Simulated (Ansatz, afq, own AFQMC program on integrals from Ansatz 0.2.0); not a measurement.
# TiHSCl₂ (quartet): AFQMC on the coupled-cluster ladder as a fragment species, def2-TZVP

How near does AFQMC come to the top of the ladder for TiHSCl₂ (quartet)?

Program: Ansatz 0.2.0, Gaussian basis, and an in-house AFQMC program (afq) on its integrals; all values are calculated. Level of theory: def2-TZVP, frozen cores. These are calculated values, not measurements.

The runs, in order: PBE (unrestricted); CCSD(T) on UHF; r2SCAN (unrestricted); PBE0 (unrestricted); CCSD(T) on UHF; B3LYP (unrestricted); wB97M-V (unrestricted); B2PLYP (unrestricted); MP2 on UHF; Phaseless AFQMC, CISD trial on UHF.

32 further runs of the same task are left out: 4 that didn't finish, 28 set aside as unsound or not needed.

## (1) What is computed

The geometry is a PBE0/def2-SVP stationary point (not a proven minimum).

5 atoms, charge 0, spin multiplicity 4.

Atoms are counted from 1 here; the program's logs count them from 0.

Bond lengths: S1–Ti2 2.537 Å, S1–H5 1.355 Å, Ti2–Cl3 2.238 Å, Ti2–Cl4 2.354 Å. Angles: Ti2–S1–H5 95.4°, S1–Ti2–Cl3 139.5°, S1–Ti2–Cl4 70.1°, Cl3–Ti2–Cl4 150.4°.

## (2) PBE (unrestricted)

Contents of in.yaml:

```yaml
crystal:
  periodic: [false, false, false]
  atoms:
    - {symbol: S, position_ang: [-0.732376, 1.027719, 1.292047]}
    - {symbol: Ti, position_ang: [-0.097750, -0.492174, -0.637738]}
    - {symbol: Cl, position_ang: [-0.568562, -2.536311, -1.418714]}
    - {symbol: Cl, position_ang: [1.006827, 1.575942, -0.849443]}
    - {symbol: H, position_ang: [-1.639240, 1.751024, 0.590848]}
basis:
  gaussian: {orbitals: def2-TZVP}
magnetization: {spin_polarized: true, initial_magnetization: 3}
hamiltonian: {xc: {name: PBE}}
output: {orbitals: {seedname: orbitals}}
```

Launch:

```sh
> ansatz run in.yaml --threads 2 --pin off --events-out ev --progress --plain --max-ram 11520MiB --backend cpu
```

Output:

```text
Functional definition: PBE
  name "PBE"
  cite "Perdew, Burke & Ernzerhof, Phys. Rev. Lett. 77, 3865 (1996) doi:10.1103/PhysRevLett.77.3865"
  parent pbe
  parameter kappa = 0.804
  parameter beta = 0.06672455060314922
  exchange = pbe_x(kappa = kappa, mu = beta*pi^2/3)
  correlation = pbe_c(beta = beta)
1230 factors; their error is unknown
mean field evaluation 1: about -58984.4195 eV, gradient 5.0e1 eV
mean field evaluation 2: about -58933.9394 eV, gradient 9.8e1 eV
mean field evaluation 4: about -58992.9320 eV, gradient 1.7e1 eV
mean field evaluation 8: about -58994.6484 eV, gradient 3.6e-1 eV
mean field evaluation 16: about -58994.6412 eV, gradient 9.0e-3 eV
mean field evaluation 32: about -58994.6412 eV, gradient 5.2e-5 eV
mean field evaluation 64: about -58994.6369 eV, gradient 8.4e-1 eV
mean field evaluation 96: about -58994.1338 eV, gradient 2.3e-1 eV
mean field -58994.64124831 eV, -2168.0130778714 hartree, gradient 8.6e-6 eV, S^2 3.758524; 10 other end points of the search recorded, 0 dependent functions left out
reference -58994.64130162 eV, -2168.0130798304 hartree; 38, 35 occupied and 124, 127 virtual orbitals, 1230 factors
Total energy: -58994.64130162 eV, -2168.0130798304 hartree
```

Wall time 18 s (2 threads of AMD EPYC 7R13 (Zen 3), shared host); peak memory 6.2 GiB.

From the report: ⟨S²⟩ of the determinant 3.759 (pure quartet: 3.75).

## (3) CCSD(T) on UHF

Changes to in.yaml since step 2:

```diff
@@ -11,3 +11,2 @@
 magnetization: {spin_polarized: true, initial_magnetization: 3}
-hamiltonian: {xc: {name: PBE}}
-output: {orbitals: {seedname: orbitals}}
+correlation: {method: ccsd_t, electrons: outside_noble_gas, hamiltonian_folder: ham}
```

Launch:

```sh
> ansatz run in.yaml --threads 2 --pin off --events-out ev --progress --plain --max-ram 34560MiB --backend cuda --devices 0, --max-vram 37GiB
```

Output (excerpt; [...] marks lines left out):

```text
Functional definition: HF
  name "HF"
  cite "Fock, Z. Phys. 61, 126 (1930) doi:10.1007/BF01340294"
  parent pbe
[...]
1087 factors; integrals over basis functions are off by at most 1.1e-3 eV
[...]
mean field -58932.21189835 eV, -2165.7188415763 hartree, gradient 4.8e-7 eV, S^2 3.774418; 12 other end points of the search recorded, 0 dependent functions left out
determinant -58932.21189835 eV, -2165.7188415763 hartree, with singles and doubles -58949.90195554 eV, -2166.3689391874 hartree
determinant -58931.96513434 eV, -2165.7097731664 hartree, with singles and doubles -58949.56123030 eV, -2166.3564177659 hartree
determinant -58931.95779621 eV, -2165.7095034949 hartree, with singles and doubles -58949.55911710 eV, -2166.3563401072 hartree
determinant -58931.46272467 eV, -2165.6913099514 hartree, with singles and doubles -58949.17726355 eV, -2166.3423072482 hartree
determinant -58932.21189835 eV, -2165.7188415763 hartree, with singles and doubles -58949.89079103 eV, -2166.3685288992 hartree
determinant -58931.96513434 eV, -2165.7097731664 hartree, with singles and doubles -58949.55126306 eV, -2166.3560514764 hartree
determinant -58931.95779621 eV, -2165.7095034949 hartree, with singles and doubles -58949.55188158 eV, -2166.3560742068 hartree
24 core orbitals not correlated: weight in the atoms' cores, before any rotation towards them, 0.998 or more for the frozen orbitals, at most 0.002 for the correlated occupied ones
reference -58932.21189835 eV, -2165.7188415763 hartree; 14, 11 occupied and 124, 127 virtual orbitals, 1087 factors
second order -15.95875209 eV of doubles, -0.00000000 eV of singles
cycle   1  -17.67889343 eV  change   -7.4e-7 eV  update   8.2e-6
perturbative correction -0.80190603 eV, -0.0294695032 hartree
Total energy: -58950.69269781 eV, -2166.3979984297 hartree
```

It took 35 s on 1 × NVIDIA H100 80GB HBM3 with 2 threads of AMD EPYC 7R13 (Zen 3), shared host; peak host memory 6.2 GiB.

From the report: ⟨S²⟩ of the determinant 3.774 (pure quartet: 3.75); correlation -18.4808 eV; T1 0.027; largest double amplitude 0.02.

This run also writes the integrals to the folder ham.

## (4) r2SCAN (unrestricted)

Changes to in.yaml since step 3:

```diff
@@ -11,2 +11,2 @@
 magnetization: {spin_polarized: true, initial_magnetization: 3}
-correlation: {method: ccsd_t, electrons: outside_noble_gas, hamiltonian_folder: ham}
+hamiltonian: {xc: {name: r2SCAN}}
```

Launch:

```sh
> ansatz run in.yaml --threads 2 --pin off --events-out ev --progress --plain --max-ram 11520MiB --backend cpu
```

Output (excerpt; [...] marks lines left out):

```text
Functional definition: r2SCAN
  name "r2SCAN"
  cite "Furness, Kaplan, Ning, Perdew & Sun, J. Phys. Chem. Lett. 11, 8208 (2020) doi:10.1021/acs.jpclett.0c02405"
  cite "Furness, Kaplan, Ning, Perdew & Sun, J. Phys. Chem. Lett. 11, 9248 (2020) doi:10.1021/acs.jpclett.0c03077"
  parent r2scan
[...]
1230 factors; their error is unknown
[...]
mean field -59012.52778863 eV, -2168.6703961042 hartree, gradient 8.6e-6 eV, S^2 3.763877; 9 other end points of the search recorded, 0 dependent functions left out
reference -59012.52780834 eV, -2168.6703968284 hartree; 38, 35 occupied and 124, 127 virtual orbitals, 1230 factors
Total energy: -59012.52780834 eV, -2168.6703968284 hartree
```

Run time: 34 s. Hardware: 2 threads of AMD EPYC 7R13 (Zen 3), shared host; peak memory 6.2 GiB.

From the report: ⟨S²⟩ of the determinant 3.764 (pure quartet: 3.75).

## (5) PBE0 (unrestricted)

Changes to in.yaml since step 4:

```diff
@@ -11,2 +11,3 @@
 magnetization: {spin_polarized: true, initial_magnetization: 3}
-hamiltonian: {xc: {name: r2SCAN}}
+hamiltonian: {xc: {name: PBE0}}
+output: {orbitals: {seedname: orbitals}}
```

Launched as before.

Output (excerpt; [...] marks lines left out):

```text
Functional definition: PBE0
  name "PBE0"
  cite "Adamo & Barone, J. Chem. Phys. 110, 6158 (1999) doi:10.1063/1.478522"
  cite "Perdew, Burke & Ernzerhof, Phys. Rev. Lett. 77, 3865 (1996) doi:10.1103/PhysRevLett.77.3865"
  parent pbe
[...]
1317 factors; their error is unknown
[...]
mean field -58998.12672072 eV, -2168.1411666198 hartree, gradient 7.7e-6 eV, S^2 3.761010; 6 other end points of the search recorded, 0 dependent functions left out
reference -58998.12675855 eV, -2168.1411680102 hartree; 38, 35 occupied and 124, 127 virtual orbitals, 1317 factors
Total energy: -58998.12675855 eV, -2168.1411680102 hartree
```

Wall time 30 s (2 threads of AMD EPYC 7R13 (Zen 3), shared host); peak memory 6.2 GiB.

From the report: ⟨S²⟩ of the determinant 3.761 (pure quartet: 3.75).

## (6) CCSD(T) on UHF

Changes to in.yaml since step 5:

```diff
@@ -9,5 +9,4 @@
 basis:
-  gaussian: {orbitals: def2-TZVP}
+  gaussian: {orbitals: def2-TZVPP}
 magnetization: {spin_polarized: true, initial_magnetization: 3}
-hamiltonian: {xc: {name: PBE0}}
-output: {orbitals: {seedname: orbitals}}
+correlation: {method: ccsd_t, electrons: outside_noble_gas}
```

Launch:

```sh
> ansatz run in.yaml --threads 2 --pin off --events-out ev --progress --plain --max-ram 34560MiB --backend cuda --devices 0, --max-vram 37GiB
```

Output (excerpt; [...] marks lines left out):

```text
Functional definition: HF
  name "HF"
  cite "Fock, Z. Phys. 61, 126 (1930) doi:10.1007/BF01340294"
  parent pbe
[...]
1248 factors; integrals over basis functions are off by at most 9.0e-4 eV
[...]
mean field -58932.35796084 eV, -2165.7242092739 hartree, gradient 2.5e-6 eV, S^2 3.774927; 14 other end points of the search recorded, 0 dependent functions left out
determinant -58932.35796084 eV, -2165.7242092739 hartree, with singles and doubles -58950.52760102 eV, -2166.3919312349 hartree
determinant -58932.09801995 eV, -2165.7146566223 hartree, with singles and doubles -58950.20657355 eV, -2166.3801336927 hartree
determinant -58931.97195039 eV, -2165.7100236517 hartree, with singles and doubles -58950.16384184 eV, -2166.3785633314 hartree
determinant -58930.89938281 eV, -2165.6706075201 hartree, with singles and doubles -58948.98733298 eV, -2166.3353274281 hartree
[...]
determinant -58929.43115003 eV, -2165.6166509606 hartree, with singles and doubles -58947.87417477 eV, -2166.2944196187 hartree
determinant -58932.35796084 eV, -2165.7242092739 hartree, with singles and doubles -58950.49825237 eV, -2166.3908526918 hartree
determinant -58932.09801995 eV, -2165.7146566223 hartree, with singles and doubles -58950.17768330 eV, -2166.3790719955 hartree
determinant -58931.97195039 eV, -2165.7100236517 hartree, with singles and doubles -58950.30516008 eV, -2166.3837566810 hartree
24 core orbitals not correlated: weight in the atoms' cores, before any rotation towards them, 0.998 or more for the frozen orbitals, at most 0.002 for the correlated occupied ones
reference -58932.35796084 eV, -2165.7242092739 hartree; 14, 11 occupied and 166, 169 virtual orbitals, 1248 factors
second order -16.47987230 eV of doubles, -0.00000000 eV of singles
cycle   1  -18.14029023 eV  change    1.3e-6 eV  update   5.8e-6
perturbative correction -0.84311105 eV, -0.0309837597 hartree
Total energy: -58951.34136212 eV, -2166.4218364036 hartree
```

Wall time 65 s (1 × NVIDIA H100 80GB HBM3 with 2 threads of AMD EPYC 7R13 (Zen 3), shared host); peak host memory 6.2 GiB.

From the report: ⟨S²⟩ of the determinant 3.775 (pure quartet: 3.75); correlation -18.9834 eV; T1 0.027; largest double amplitude 0.02.

## (7) B3LYP (unrestricted)

Changes to in.yaml since step 6:

```diff
@@ -9,4 +9,4 @@
 basis:
-  gaussian: {orbitals: def2-TZVPP}
+  gaussian: {orbitals: def2-TZVP}
 magnetization: {spin_polarized: true, initial_magnetization: 3}
-correlation: {method: ccsd_t, electrons: outside_noble_gas}
+hamiltonian: {xc: {name: B3LYP}}
```

Launch:

```sh
> ansatz run in.yaml --threads 2 --pin off --events-out ev --progress --plain --max-ram 11520MiB --backend cpu
```

Output (excerpt; [...] marks lines left out):

```text
Functional definition: B3LYP
  name "B3LYP"
  cite "Stephens, Devlin, Chabalowski & Frisch, J. Phys. Chem. 98, 11623 (1994) doi:10.1021/j100096a001"
  cite "Becke, Phys. Rev. A 38, 3098 (1988) doi:10.1103/PhysRevA.38.3098"
  cite "Lee, Yang & Parr, Phys. Rev. B 37, 785 (1988) doi:10.1103/PhysRevB.37.785"
  cite "Vosko, Wilk & Nusair, Can. J. Phys. 58, 1200 (1980) doi:10.1139/p80-159"
[...]
1304 factors; their error is unknown
[...]
mean field -59017.40014167 eV, -2168.8494517757 hartree, gradient 9.1e-6 eV, S^2 3.758486; 6 other end points of the search recorded, 0 dependent functions left out
reference -59017.40040730 eV, -2168.8494615374 hartree; 38, 35 occupied and 124, 127 virtual orbitals, 1304 factors
Total energy: -59017.40040730 eV, -2168.8494615374 hartree
```

Run time: 27 s. Hardware: 2 threads of AMD EPYC 7R13 (Zen 3), shared host; peak memory 6.2 GiB.

From the report: ⟨S²⟩ of the determinant 3.758 (pure quartet: 3.75).

## (8) wB97M-V (unrestricted)

Changes to in.yaml since step 7:

```diff
@@ -11,2 +11,3 @@
 magnetization: {spin_polarized: true, initial_magnetization: 3}
-hamiltonian: {xc: {name: B3LYP}}
+hamiltonian: {xc: {name: wB97M-V}}
+output: {orbitals: {seedname: orbitals}}
```

Same command.

Output (excerpt; [...] marks lines left out):

```text
Functional definition: wB97M-V
  name "wB97M-V"
  cite "Mardirossian & Head-Gordon, J. Chem. Phys. 144, 214110 (2016) doi:10.1063/1.4952647"
  cite "Becke, J. Chem. Phys. 107, 8554 (1997) doi:10.1063/1.475007"
  cite "Vydrov & Van Voorhis, J. Chem. Phys. 133, 244103 (2010) doi:10.1063/1.3521275"
  # Of w^i u^j: cxij and so on, Table III.
[...]
  gx(w, u) = 1 - cx + cx01*u + cx10*w
  gss(w, u) = css00 + css04*u^4 + css10*w + css20*w^2 + css43*w^4*u^3
  gos(w, u) = cos00 + cos10*w + (cos20 + cos21*u)*w^2 + (cos60 + cos61*u)*w^6
[...]
      + integral(e_c_pw_mod_opposite_spin*gos(b97_w_opposite, b97_u_opposite)) + vv10(b, c)
1285 factors; their error is unknown
236 factors; integrals over basis functions are off by at most 3.2e-5 eV
[...]
mean field -59012.07352808 eV, -2168.6537023367 hartree, gradient 7.0e-6 eV, S^2 3.756610; 6 other end points of the search recorded, 0 dependent functions left out
reference -59012.07358246 eV, -2168.6537043353 hartree; 38, 35 occupied and 124, 127 virtual orbitals, 1285 factors
Total energy: -59012.07358246 eV, -2168.6537043353 hartree
```

Wall time 83 s (2 threads of AMD EPYC 7R13 (Zen 3), shared host); peak memory 6.2 GiB.

From the report: ⟨S²⟩ of the determinant 3.757 (pure quartet: 3.75).

## (9) B2PLYP (unrestricted)

Changes to in.yaml since step 8:

```diff
@@ -11,3 +11,3 @@
 magnetization: {spin_polarized: true, initial_magnetization: 3}
-hamiltonian: {xc: {name: wB97M-V}}
-output: {orbitals: {seedname: orbitals}}
+hamiltonian: {xc: {name: B2PLYP}}
+correlation: {electrons: outside_noble_gas}
```

Launched as before.

Output (excerpt; [...] marks lines left out):

```text
Functional definition: B2PLYP
  name "B2PLYP"
  cite "Grimme, J. Chem. Phys. 124, 034108 (2006) doi:10.1063/1.2148954"
  cite "Becke, Phys. Rev. A 38, 3098 (1988) doi:10.1103/PhysRevA.38.3098"
  cite "Lee, Yang & Parr, Phys. Rev. B 37, 785 (1988) doi:10.1103/PhysRevB.37.785"
[...]
1087 factors; integrals over basis functions are off by at most 1.1e-3 eV
[...]
mean field -58992.60643693 eV, -2167.9382999322 hartree, gradient 2.1e-6 eV, S^2 3.764244; 6 other end points of the search recorded, 0 dependent functions left out
24 core orbitals not correlated: weight in the atoms' cores, before any rotation towards them, 0.998 or more for the frozen orbitals, at most 0.002 for the correlated occupied ones
reference -58992.60660174 eV, -2167.9383059889 hartree; 14, 11 occupied and 124, 127 virtual orbitals, 1087 factors
second order -20.20213474 eV of doubles, -0.00000000 eV of singles
Total energy: -58998.06117812 eV, -2168.1387579736 hartree
```

Run time: 29 s. Hardware: 2 threads of AMD EPYC 7R13 (Zen 3), shared host; peak memory 6.2 GiB.

From the report: ⟨S²⟩ of the determinant 3.764 (pure quartet: 3.75).

## (10) MP2 on UHF

Changes to in.yaml since step 9:

```diff
@@ -9,5 +9,4 @@
 basis:
-  gaussian: {orbitals: def2-TZVP}
+  gaussian: {orbitals: "def2-QZVPP.json"}
 magnetization: {spin_polarized: true, initial_magnetization: 3}
-hamiltonian: {xc: {name: B2PLYP}}
-correlation: {electrons: outside_noble_gas}
+correlation: {method: mp2, electrons: outside_noble_gas}
```

Launch:

```sh
> ansatz run in.yaml --threads 2 --pin off --events-out ev --progress --plain --max-ram 34560MiB --backend cuda --devices 0, --max-vram 37GiB
```

Output (excerpt; [...] marks lines left out):

```text
Functional definition: HF
  name "HF"
  cite "Fock, Z. Phys. 61, 126 (1930) doi:10.1007/BF01340294"
  parent pbe
[...]
2028 factors; integrals over basis functions are off by at most 7.1e-4 eV
[...]
mean field -58933.78466213 eV, -2165.7766395794 hartree, gradient 2.6e-6 eV, S^2 3.775829; 9 other end points of the search recorded, 0 dependent functions left out
24 core orbitals not correlated: weight in the atoms' cores, before any rotation towards them, 0.998 or more for the frozen orbitals, at most 0.002 for the correlated occupied ones
reference -58933.78466213 eV, -2165.7766395794 hartree; 14, 11 occupied and 295, 298 virtual orbitals, 2028 factors
second order -18.09382483 eV of doubles, -0.00000000 eV of singles
Total energy: -58951.87848696 eV, -2166.4415753774 hartree
```

It took 31 s on 1 × NVIDIA H100 80GB HBM3 with 2 threads of AMD EPYC 7R13 (Zen 3), shared host; peak host memory 6.2 GiB.

From the report: ⟨S²⟩ of the determinant 3.776 (pure quartet: 3.75).

## (11) Phaseless AFQMC, CISD trial on UHF

It reads the integrals that the CCSD(T) run on this determinant wrote.

Launch:

```sh
> afq ham --method phaseless --trial cisd --walkers 400 --populations 10 --least-time 60 --time-step 0.005 --steps-per-block 50 --equilibration-blocks 40 --max-blocks 4000 --target-error 0.0003 --factor-cut 1e-05 --start spin_pure --seed 4311 --release-times 0.24,0.48,0.8,1.2 --release-step 0.04 --release-every 5 --taylor-order 6
```

Output:

```text
orbitals 138  electrons 14 11  factors 1016 of 1087
reference energy -2165.71884158 Eh
CCSD correlation -0.64968778 Eh in 37 cycles, weight of the determinant in the CISD state 0.7465
energy of the start -2166.366722 Eh
 block  time / (1/Eh)  mean weight  energy / Eh
     1     0.250  1.0004  -2166.341070
     2     0.500  0.9998  -2166.353660
     3     0.750  1.0005  -2166.368073
     4     1.000  1.0009  -2166.375851
     5     1.250  0.9993  -2166.380861
     6     1.500  1.0004  -2166.384717
     7     1.750  0.9987  -2166.390025
     8     2.000  0.9979  -2166.392522
     9     2.250  0.9997  -2166.397523
    10     2.500  0.9995  -2166.395429
    13     3.250  0.9999  -2166.391770
    17     4.250  0.9995  -2166.400594
    21     5.250  0.9988  -2166.401370
    25     6.250  0.9989  -2166.398489
    29     7.250  1.0015  -2166.406686
    33     8.250  0.9999  -2166.401561
    37     9.250  1.0006  -2166.392340
    41    10.250  0.9997  -2166.400465
    45    11.250  1.0002  -2166.406361
    49    12.250  1.0002  -2166.405542
    53    13.250  1.0007  -2166.395086
    57    14.250  0.9968  -2166.396912
    61    15.250  0.9994  -2166.396433
    65    16.250  1.0010  -2166.400283
    69    17.250  1.0007  -2166.409788
    73    18.250  1.0012  -2166.399476
    77    19.250  0.9992  -2166.401379
    81    20.250  0.9993  -2166.400358
    85    21.250  0.9995  -2166.397865
    89    22.250  0.9989  -2166.401585
    93    23.250  1.0003  -2166.403199
    97    24.250  1.0019  -2166.399611
   101    25.250  1.0008  -2166.400916
   105    26.250  1.0005  -2166.401165
   109    27.250  1.0009  -2166.399783
   113    28.250  0.9987  -2166.401713
   117    29.250  0.9997  -2166.394600
   121    30.250  1.0005  -2166.388325
   125    31.250  0.9977  -2166.403390
   129    32.250  0.9986  -2166.399060
   133    33.250  1.0008  -2166.391559
   137    34.250  0.9996  -2166.394380
   141    35.250  0.9998  -2166.403571
   145    36.250  1.0000  -2166.405102
   149    37.250  1.0006  -2166.399878
   153    38.250  0.9987  -2166.406717
   157    39.250  1.0012  -2166.400373
   161    40.250  0.9995  -2166.391913
   165    41.250  0.9996  -2166.397498
   169    42.250  0.9989  -2166.402543
   173    43.250  0.9993  -2166.405331
   177    44.250  1.0003  -2166.396701
   181    45.250  0.9988  -2166.401268
   185    46.250  1.0004  -2166.400595
   189    47.250  1.0014  -2166.398606
error from the spread of 10 populations
released: time / (1/Eh)  energy / Eh  error  mean overlap
  0.24  -2166.400908  0.000633  1.0054
  0.48  -2166.402552  0.001151  0.9991
  0.80  -2166.404297  0.001159  0.9884
  1.20  -2166.405507  0.002203  0.9608
energy -2166.400781 +/- 0.000634 Eh
```

Run time: 5.7 min. Hardware: 1 × NVIDIA H100 80GB HBM3 with 4 threads of AMD EPYC 7R13 (Zen 3), shared host; peak host memory 6.2 GiB.

Energy -58950.7684 ± 0.0172 eV. Caveats: constraint bias not in the error; error above the target.

## (12) AFQMC on the ladder

On the UHF determinant, counted from CCSD(T) (a yardstick, not exact):

| level | energy (eV) | from CCSD(T) (kcal/mol) | statistical error (kcal/mol) | time |
| --- | --- | --- | --- | --- |
| HF | -58932.2119 | +426.18 |  |  |
| MP2 | -58948.1707 | +58.16 |  |  |
| CCSD | -58949.8908 | +18.49 |  |  |
| CCSD(T) | -58950.6927 | 0.00 |  |  |
| Phaseless AFQMC, CISD trial, step 0.005, 400 walkers | -58950.7684 | -1.75 | 0.40 | 5.7 min |

The functionals' totals stand on their own zeros and serve differences with other points: PBE -58994.641 eV; r2SCAN -59012.528 eV; PBE0 -58998.127 eV; B3LYP -59017.400 eV; wB97M-V -59012.074 eV; B2PLYP -58998.061 eV.

## (13) Results

| quantity | value |
| --- | --- |
| Phaseless AFQMC, CISD trial on UHF from CCSD(T) | -1.75 ± 0.40 kcal/mol |

In words: On UHF the phaseless walk with the CISD trial lies -1.75 kcal/mol from CCSD(T), 4 times its error bar. Error bars are statistical and leave out the constraint, the time step and what remains of the start.
